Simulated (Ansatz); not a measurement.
# AsH₂+ (singlet): from Hartree-Fock to the top rungs at a displaced geometry (v1), cc-pVDZ

The task here is to estimate one member of a computed series from the others.

Computed with Ansatz 0.2.0, Gaussian basis. Level: cc-pVDZ, core rule «outside noble gas», up to 14 orbitals frozen.

Plan: UHF; CCSD(T) on RHF; CCSD(T) on UHF; BCCD(T) on RHF; CISD; CCSDT(Q) on RHF; CCSDT(Q) on UHF; CCSDTQ on RHF; CASSCF and MRCISD+Q, 6 electrons in 6 orbitals; CASSCF and NEVPT2, 6 electrons in 6 orbitals; Full CI.

13 further runs of the same task are left out: 5 that didn't finish, 8 set aside as unsound or not needed.

### The geometry

The geometry is a PBE0/def2-TZVP stationary point (not a proven minimum) with its atoms shifted at random (size 0.040 Å). No spin-orbit coupling is included. The filled d shell of As may be among the frozen orbitals whatever the setting's name suggests; the logs give the count.

3 atoms, charge 1, spin multiplicity 1.

Atoms are counted from 1 here; the program's logs count them from 0.

Bond lengths: As1–H2 1.527 Å, As1–H3 1.524 Å. Angles: H2–As1–H3 89.1°.

The first run:

Input file in.yaml:

```yaml
crystal:
  periodic: [false, false, false]
  atoms:
    - {symbol: As, position_ang: [-0.000607, -0.028460, 0.000850]}
    - {symbol: H, position_ang: [-0.001440, 1.028096, -1.101202]}
    - {symbol: H, position_ang: [0.046524, 1.087403, 1.037986]}
basis:
  gaussian: {orbitals: cc-pVDZ}
total_charge: 1
magnetization: {spin_polarized: true, initial_magnetization: 0}
hamiltonian: {xc: hf}
output: {orbitals: {seedname: orbitals}}
```

Started as:

```
$ ansatz run in.yaml --threads 1 --pin off --events-out ev --progress --plain --max-ram 2393MiB
```

Steps of the session up to this table: UHF; CCSD(T) on RHF; CCSD(T) on UHF; BCCD(T) on RHF; CISD; CCSDT(Q) on RHF; CCSDT(Q) on UHF; CCSDTQ on RHF; CASSCF and MRCISD+Q, 6 electrons in 6 orbitals; CASSCF and NEVPT2, 6 electrons in 6 orbitals; Full CI.

One table of the session follows, with a row left open; its other results are not shown here.

| method | from FCI (kJ/mol) |
| --- | --- |
| RHF | +311.6 |
| UHF | +309.0 |
| RMP2 | +77.7 |
| CISD | +19.0 |
| RCCSD | ? |
| RCCSD(T) | +1.6 |
| BCCD(T) | +1.6 |
| RCCSDT | +0.3 |
| RCCSDT(Q) | +0.1 |
| RCCSDTQ | 0.0 |
| CASSCF valence | +170.5 |
| NEVPT2 valence | +47.4 |
| MRCISD valence | +5.7 |
| MRCISD+Q valence | +0.1 |
| FCI | 0 |

Estimate the missing values for RCCSD.

**Answer.** from FCI (kJ/mol): +7.2. In the column «from FCI (kJ/mol)» it lies between MRCISD valence (+5.7) and CISD (+19.0).

Not comparable, so not listed: CCSD(T) on UHF; CCSDT(Q) on UHF (they don't share determinant, frozen orbitals or solution with the rows shown, or repeat one).
